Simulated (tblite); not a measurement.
# C2H16BrGaN2SeSi2: the cost of one run

Programs: tblite 0.8.0 and PySCF 2.14.0. All values are calculated, for the isolated system unless a continuum is named. Atoms count from 0, parts from 1.

## 1. The system as given

25 atoms, charge 0, multiplicity 1; geometry: rigid parts in contact. Parts: 1 = atoms 0–14, `C[Se][CH2][GaH2-][NH3+]`, charge 0; 2 = atoms 15–24, `N[SiH2][SiH2]Br`, charge 0.

## 2. Docking the parts with GFN2-xTB

The job: settings as JSON, then the geometry in Å.

```
{"job": {"kind": "dock", "xc": "GFN2-xTB", "basis": "xTB"}, "charge": 0, "multiplicity": 1, "parts": [{"atoms": "0-14", "charge": 0, "multiplicity": 1}, {"atoms": "15-24", "charge": 0, "multiplicity": 1}]}
C     -0.278540     2.608968    -1.392206
Se     0.077805     0.708252    -1.140450
C     -0.383290     0.572702     0.766532
Ga    -0.224599    -1.344561     1.440666
N      0.782093    -2.330569    -0.159729
H     -1.330895     2.799657    -1.188458
H      0.353555     3.177611    -0.712177
H     -0.044452     2.861329    -2.423258
H     -1.401392     0.974477     0.846483
H      0.289354     1.270390     1.282549
H      0.806976    -1.628941     2.562142
H     -1.497675    -2.226904     1.468191
H      0.969713    -3.318187     0.012085
H      1.669952    -1.866670    -0.358290
H      0.211396    -2.257555    -1.004080
N     -1.549799     2.028515     2.993078
Si    -2.884243     1.038368     3.449116
Si    -4.164115     0.958373     1.537276
Br    -6.076912    -0.103918     2.007207
H     -1.712851     2.949782     2.619636
H     -0.753740     2.061057     3.608663
H     -2.283360    -0.248078     3.805041
H     -3.657316     1.509516     4.612721
H     -4.661477     2.227449     0.999700
H     -3.667915     0.190572     0.396307
```

Level: GFN2-xTB search for minima from random contacts, gas phase.

Run with:

```bash
OMP_NUM_THREADS=1 python cluster_run.py task.json out
```

This one command runs all jobs of the session in turn.

**Question.** How long does this first job take on 1 thread of Arm Neoverse N1, shared host?

About 72 s.
